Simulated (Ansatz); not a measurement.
# BClH2O2: the cost of one run

Program: Ansatz 0.2.0. Level of theory: UKS BLYP/def2-SVP. These are calculated values, not measurements.

## (1) The system as given

Bond lengths: B1–O2 1.748 Å, B1–O3 1.275 Å, B1–Cl5 1.664 Å, O2–H6 0.960 Å. Angles: B1–O2–H6 118.0°, O2–B1–O3 94.0°, O2–B1–Cl5 120.6°, O3–B1–Cl5 145.4°.

As a file:

```xyz
6

B     0.2213    0.5905   -0.3488
O     0.0892   -0.9602    0.4480
O    -0.7847    0.3878   -1.1051
H    -0.7968   -0.7066   -0.4405
Cl    1.4264    1.6584    0.0703
H    -0.1554   -0.9700    1.3760
```

## (2) Pulling towards end A

Springs on the bonds that form and break draw the guess towards this end; the thresholds are loose.

input.yaml reads:

```yaml
crystal:
  periodic: [false, false, false]
  atoms:
    - { symbol: B, position_ang: [0.2213, 0.5905, -0.3488] }
    - { symbol: O, position_ang: [0.0892, -0.9602, 0.448] }
    - { symbol: O, position_ang: [-0.7847, 0.3878, -1.1051] }
    - { symbol: H, position_ang: [-0.7968, -0.7066, -0.4405] }
    - { symbol: Cl, position_ang: [1.4264, 1.6584, 0.0703] }
    - { symbol: H, position_ang: [-0.1554, -0.97, 1.376] }
magnetization:
  spin_polarized: true
basis:
  gaussian: { orbitals: def2-SVP }
hamiltonian:
  xc: blyp
relax:
  f_tol: 0.15
  max_steps: 25
  restrain:
    - { distance: [3, 1], at: 2.27, k: 30.0 }
    - { distance: [0, 1], at: 1.5, k: 30.0 }
    - { distance: [3, 2], at: 0.97, k: 30.0 }
output:
  orbitals: {}
```

On the command line:

```bash
ansatz run input.yaml --threads 2 --pin off --max-ram 3072MiB --backend cpu --events-out ev --progress --plain --runs-dir out
```

**Question.** How long does this run take on 2 threads of Arm Neoverse V1, shared host, and how much memory does it need?

About 10 s, with a peak of 0.15 GiB.
